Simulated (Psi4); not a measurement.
# B3LYP/def2-TZVPD (core potential, sweep point 7) run of H2Te (hydrogen telluride)

Aim: the energy of H2Te (hydrogen telluride). 

The calculation is run with Psi4 1.11.

4 further runs of the same task are left out: 4 set aside as unsound or not needed.

## 1. Starting point

H2Te has 3 atoms, charge 0, and is taken as a singlet. As SMILES, `[TeH2]`. Geometry: relaxed at PBE0-D4/def2-TZVP.

Bond lengths: Te1–H2 1.656 Å, Te1–H3 1.656 Å. Angles: H2–Te1–H3 90.4°.

## 2. The energy at B3LYP/def2-TZVPD (core potential, sweep point 7)

calc.py reads:

```python
import psi4

psi4.set_memory(1600000000)
psi4.set_num_threads(1)
psi4.set_output_file('output.dat', False)

geom = psi4.geometry("""
Te     0.579000    -0.464000     0.259000
H      0.251700     1.159200     0.266100
H     -0.841600    -0.760100    -0.538300
symmetry c1
""")

psi4.set_options({
    'puream': True,
    'scf_type': 'pk',
    'dft_radial_points': 99,
    'dft_spherical_points': 590,
    'd_convergence': 1e-10,
    'e_convergence': 1e-10,
})

e = psi4.energy('b3lyp/def2-TZVPD', molecule=geom)
print(f'b3lyp/def2-TZVPD energy: {e:.10f} Eh')
for k, v in sorted(psi4.core.scalar_variables().items()):
    print(f'{k:45s} {v:18.10f}')
```

Launch:

```
$ python calc.py
```

What values should one expect? Wanted: total energy; dipole moment; HOMO energy; LUMO energy; HOMO–LUMO gap.

Answer, from the run:

At B3LYP/def2-TZVPD (core potential, sweep point 7):

```
     quantity          value
 total energy  -269.30604 Eh
dipole moment         0.09 D
  HOMO energy       -6.37 eV
  LUMO energy       -1.03 eV
HOMO–LUMO gap        5.34 eV
```
